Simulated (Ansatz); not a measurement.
## FH₃NO₂V, SMILES [NH2][V](=[O])([OH])[F]: vertical energies of changing the electron count, step by step

Program: Ansatz 0.2.0, Python API.

Notebook, run cell by cell (the value of a cell's last expression is shown):

```python
import ansatz

config = {
    'basis_set': '6-31G*',
    'functional': 'pbe0',
}


def energy(molecule, charge=0, unpaired=0):
    calc = molecule.calculation().basis(gaussian=config['basis_set']).functional(config['functional'])
    if charge:
        calc = calc.charge(charge)
    if unpaired:
        calc = calc.spin('collinear', total=unpaired)
    return calc.run(threads=1, backend='cpu').report['free_energy_ev']
```

```python
GEOMETRY = '''
N    -0.54960    1.33600   -0.00130
V     0.72240   -0.18530    0.08360
O     1.35600   -0.28650    1.69400
O    -0.13240   -1.84730   -0.35700
F     2.15470    0.09890   -1.19200
H    -1.34410    1.20120    0.69000
H    -1.02510    1.33200   -0.94830
H    -1.08980   -1.70610   -0.02480
'''
```

```python
mol = ansatz.Crystal.molecule()
for line in GEOMETRY.strip().splitlines():
    symbol, *xyz = line.split()
    mol = mol.atom(symbol, [float(v) for v in xyz])
```

```python
# total-energy differences at one geometry
parent = energy(mol, 0, 0)
cation = energy(mol, 1, 1)
print(f'E(N)   = {parent:.5f} eV')
print(f'E(N-1) = {cation:.5f} eV  (1 unpaired)')
print(f'vertical ionisation energy {cation - parent:.3f} eV')
```

    E(N)   = -34022.44526 eV
    E(N-1) = -34011.82552 eV  (1 unpaired)
    vertical ionisation energy 10.620 eV

At this unrelaxed geometry removing an electron costs 10.62 eV.

Total energies depend on the basis set; only differences at equal settings carry meaning. The geometry is a force-field or estimated start, not a minimum of this method, and the basis set is short of its limit. All parts are taken at fixed geometry, without zero-point energy. At an unrelaxed start these energies can be a whole eV from those at the minimum, and a small affinity can change sign. The expectation value of S² is noticeably off S(S+1) in at least one run, so that state is spin-contaminated. Timing: 39 s on 1 thread of Arm Neoverse V2 (shared host), peak memory 0.38 GiB.
